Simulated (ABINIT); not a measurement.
Runs of ABINIT 10.8.3 (patched build) on TaF3. The structure is cubic, space group Pm-3m (No. 221). Conventional cell: a = 3.901 Å, b = 3.901 Å, c = 3.901 Å, α = 90.00°, β = 90.00°, γ = 90.00°. Ta (site symmetry m-3m) has 6 F at 1.95 Å as nearest neighbours. F (site symmetry 4/mmm) has 2 Ta at 1.95 Å as nearest neighbours. 

```tsv
task	level	potentials or basis	k mesh	cutoff (eV)	stop of the response cycle (tolvrs)	acoustic sum rule (asr)	fine-grid cutoff	bands in the sums	broadening (eV)	gap on the mesh (eV)	pressure (GPa)
phonons	PBE	Ansatz PAW PBE default generated set, frozen core	6 × 6 × 6, shifted	435	1e-08	1	870.764 eV	-	-	-	25.1
optical spectrum	PBEsol	PseudoDojo NC SR PBEsol v0.4.1 standard	8 × 8 × 8, shifted	980	-	-	-	23	0.2	-	(a)
single point	PBEsol	PseudoDojo NC SR PBEsol v0.4.1 standard	5 × 5 × 5	980	-	-	-	-	-	none	17.9
single point	PBE	Ansatz PAW PBE default generated set, frozen core	5 × 5 × 5	435	-	-	870.764 eV	-	-	none	25.4
single point	PBE	PseudoDojo NC SR PBE v0.4.1 standard	5 × 5 × 5	952	-	-	-	-	-	none	-
```

Alike in all rows: no spin polarisation; cell as given; smearing fermi-dirac 0.05 eV.

Task: Fill in the values left out.

Result: (a) 18.0.

Caveats: so large a pressure means that the cell lies far from this level's equilibrium, or that cutoff or potentials fall short (some runs); the atomic spheres overlap (some runs); the cutoff is short for stress, so the pressure is rough (some runs); the mesh is coarse for a metal's response (some runs); the cell is more than 3 GPa from zero pressure, which shifts response properties (some runs); the intraband (Drude) term is left out (some runs); spectra need much finer meshes, so this one isn't converged (some runs).

A k mesh can miss the band edges, and the runs leave out spin-orbit coupling on Ta.

A gap of «none» marks a metal or a gap under the smearing width.
